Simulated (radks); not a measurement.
**O⁻ held by a Watson sphere**

An exercise on one series of results from a longer session: the logs are not shown, and one member is left open.

The numbers are computed with radks (a radial shooting solver on a logarithmic mesh, Libxc functionals) version 1 (non-relativistic Kohn-Sham, PBEsol, spin-polarised, spherical densities, point nucleus; open shells are filled with parallel spins first), except any that are marked as measured or tabulated.

## What is computed

| Item | Value |
| --- | --- |
| element | oxygen (Z = 8) |
| charge | -1 |
| electrons | 9 |
| configuration | [He] 2s2 2p5 |

The outer shells:

O⁻
```
[He] core
2s [↑↓]
2p [↑↓][↑↓][↑ ]
```

Set-up of the first run:

Input:

```text
Z 8
configuration [He] 2s2 2p5
relativity non-relativistic
functional pbe_sol,pbe_sol
spin polarised
nucleus point
watson charge 1 radius 1.58 bohr
response adiabatic LDA kernel
```

Steps of the session up to this table: R = 1.58 bohr; R = 1.59 bohr; R = 1.66 bohr; R = 2.06 bohr; R = 2.35 bohr; R = 2.66 bohr; R = 3.3 bohr; R = 3.67 bohr.

One table of the session follows, with a row left open; its other results are not shown here.

```
R (bohr)  highest level (eV)  its <r> (bohr)  sum of <r²> (bohr²)  α (bohr³)
    1.58              -8.274           1.361                15.22      7.993
    1.59                   ?               ?                    ?          ?
    1.66              -8.072           1.374                15.48      8.390
    2.06              -7.086           1.431                16.65      10.62
    2.35              -6.422           1.466                17.38      12.47
    2.66              -5.776           1.500                18.08      14.65
     3.3              -4.647           1.557                19.28      19.74
    3.67              -4.108           1.585                19.86      23.04
```

Q: Estimate the row for R (bohr) = 1.59 from the others.

Worked estimate for «highest level (eV)». A straight line through the neighbours (1.58, -8.274) and (1.66, -8.072) gives -8.274 + (-8.072 + 8.274) × (1.59 − 1.58) / (1.66 − 1.58) = -8.249; a parabola fitted to 3 rows on both sides gives -8.249.

The run gave: highest level (eV): -8.249; its <r> (bohr): 1.363; sum of <r²> (bohr²): 15.25; α (bohr³): 8.042. In «highest level (eV)» the line misses by 0.000 and the parabola by 0.000.

What this shows: From R = 1.58 to 3.67 bohr the top level moves from -8.274 to -4.108 eV and its mean radius from 1.36 to 1.59 bohr. A wider sphere makes a shallower well, so the ion swells. Response by self-consistent Sternheimer equations with the Hartree and adiabatic LDA kernel.
